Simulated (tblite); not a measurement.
# C5H7BCl2: the cost of one run

Programs: PySCF 2.14.0 with density-fitted response routines of our own, and tblite 0.8.0. All values are computed, except where a source is named. Atoms count from 0 throughout.

## (1) The starting structure

15 atoms, charge 0, multiplicity 1; geometry from: force field or distance geometry start.

Bonds of the start (Å): B5–Cl6 1.85, B5–Cl7 1.85, C0–C1 1.49, C0–H10 1.12, C0–H8 1.11, C0–H9 1.10, C1–C2 1.35, C1–H11 1.09, C2–C3 1.48, C2–H12 1.08, C3–C4 1.34, C3–H13 1.08, C4–B5 1.57, C4–H14 1.08.

## (2) GFN2-xTB relaxation, start minimum

Job settings and geometry (Å):

```
{"job": {"xc": "GFN2-xTB", "basis": "xTB", "kind": "relax"}, "charge": 0, "multiplicity": 1}
C     -2.503400    -0.103700    -0.305500
C     -1.544000     0.477900     0.670300
C     -0.208300     0.262400     0.630400
C      0.431300    -0.584000    -0.399400
C      1.752800    -0.646000    -0.599100
B      2.843100     0.292500     0.030200
Cl     4.613800    -0.216100    -0.116700
Cl     2.518700     2.087400     0.360100
H     -2.500600    -1.212700    -0.244300
H     -2.254700     0.222500    -1.329500
H     -3.538800     0.256300    -0.071200
H     -1.934000     1.101200     1.470900
H      0.381700     0.728600     1.405800
H     -0.180400    -1.271800    -0.968200
H      2.118400    -1.386700    -1.292400
```

The run is started by

```sh
OMP_NUM_THREADS=1 python ens_run.py task.json out
```

One launch serves the whole session.

**Question.** How long does this first job take on 1 thread of Arm Neoverse N1, shared host?

About 2.6 s.
